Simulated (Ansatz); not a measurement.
# C₂H₁₀AlNSi, SMILES NC[CH]([AlH2])[SiH3]: a single point in a Gaussian basis

Computed with Ansatz 0.2.0 through its Python package.

`run_energy.py`:
```python
"""Electronic structure of the C2H10AlNSi molecule."""

from pathlib import Path
import logging
import sys

import ansatz as az

logging.basicConfig(stream=sys.stdout, format="%(levelname)s %(message)s")
log = logging.getLogger("c2h10alnsi")
log.setLevel(logging.INFO)

BASIS = "cc-pVDZ"
XC = "B3LYP"


def main() -> None:
    mol = (
        az.Crystal.molecule()
        .atom("N", (0.2077, 1.3231, 1.7104))
        .atom("C", (-0.1906, 0.0368, 1.1962))
        .atom("C", (0.4826, -0.2387, -0.1528))
        .atom("Al", (0.3728, -2.1507, -0.668))
        .atom("Si", (-0.1708, 0.801, -1.5557))
        .atom("H", (-0.1448, 1.4366, 2.6965))
        .atom("H", (-0.3878, 2.0779, 1.1898))
        .atom("H", (0.1858, -0.6986, 1.9364))
        .atom("H", (-1.2873, -0.0379, 1.1309))
        .atom("H", (1.6058, -0.0398, -0.0169))
        .atom("H", (-1.1725, -2.7551, -0.89))
        .atom("H", (1.6048, -3.0816, -0.8238))
        .atom("H", (0.0347, 2.2576, -1.2879))
        .atom("H", (0.4602, 0.4514, -2.7828))
        .atom("H", (-1.6224, 0.5672, -1.653))
    )

    calculation = (
        mol.calculation()
        .basis(gaussian=BASIS)  # atom-centred Gaussian functions
        .functional(XC)
        .orbitals()
    )
    out = calculation.run(threads=1, runs_dir="c2h10alnsi_runs")
    data = out.report

    log.info("reference energy %16.6f eV" % data["reference_energy_ev"])
    log.info("total energy     %16.6f eV" % data["free_energy_ev"])
    print("occupied orbitals outside the frozen core (up, down):", data["n_occupied"], " frozen:", data["n_frozen"], " virtual:", data["n_virtual"])

    field = data["mean_field"]
    print("<S^2> =", round(abs(field["state"]["spin_squared"]), 4), " all-electron relativity setting:", field["relativity"])
    print("passes:", field["passes"])
    if "symmetry" in field:
        print("occupied orbitals by irrep:", field["symmetry"]["occupied"])

    lines = Path(data["orbitals_path"]).read_text().splitlines()
    field_of = lambda key: [line.split("=")[1].strip() for line in lines if line.startswith(key)]
    orbitals = [(27.211386 * float(e), s, float(n)) for e, s, n in zip(field_of("Ene="), field_of("Spin="), field_of("Occup="))]
    homo = max(e for e, _, n in orbitals if n > 0.5)
    lumo = min(e for e, _, n in orbitals if n < 0.5)
    log.info(f"HOMO {homo:.3f} eV, LUMO {lumo:.3f} eV, gap {lumo - homo:.3f} eV")


if __name__ == "__main__":
    main()
```

```console
$ python run_energy.py
INFO reference energy    -18201.583984 eV
INFO total energy        -18201.583984 eV
occupied orbitals outside the frozen core (up, down): [28, 28]  frozen: 0  virtual: [100, 100]
<S^2> = 0.0  all-electron relativity setting: none
passes: {'evaluations': 16, 'products': 12}
occupied orbitals by irrep: [{'A': 28}, {'A': 28}]
INFO HOMO -6.564 eV, LUMO -1.737 eV, gap 4.826 eV
```

Caveats:
- Total energies depend on the basis set; only differences at equal settings carry meaning.
- The geometry is a force-field or estimated start, not a minimum of this method, and the basis set is short of its limit.
- b3lyp holds the VWN-RPA fit, as in Gaussian; the form of ORCA and Turbomole is b3lyp5.
- Levels such as HOMO and LUMO are orbital energies: with these approximate functionals they aren't the ionisation energy and electron affinity, and their gap isn't the fundamental gap.
- Hardware and time: 7.6 s on 1 thread of Arm Neoverse V2, with other jobs on the host, peak memory 0.42 GiB.
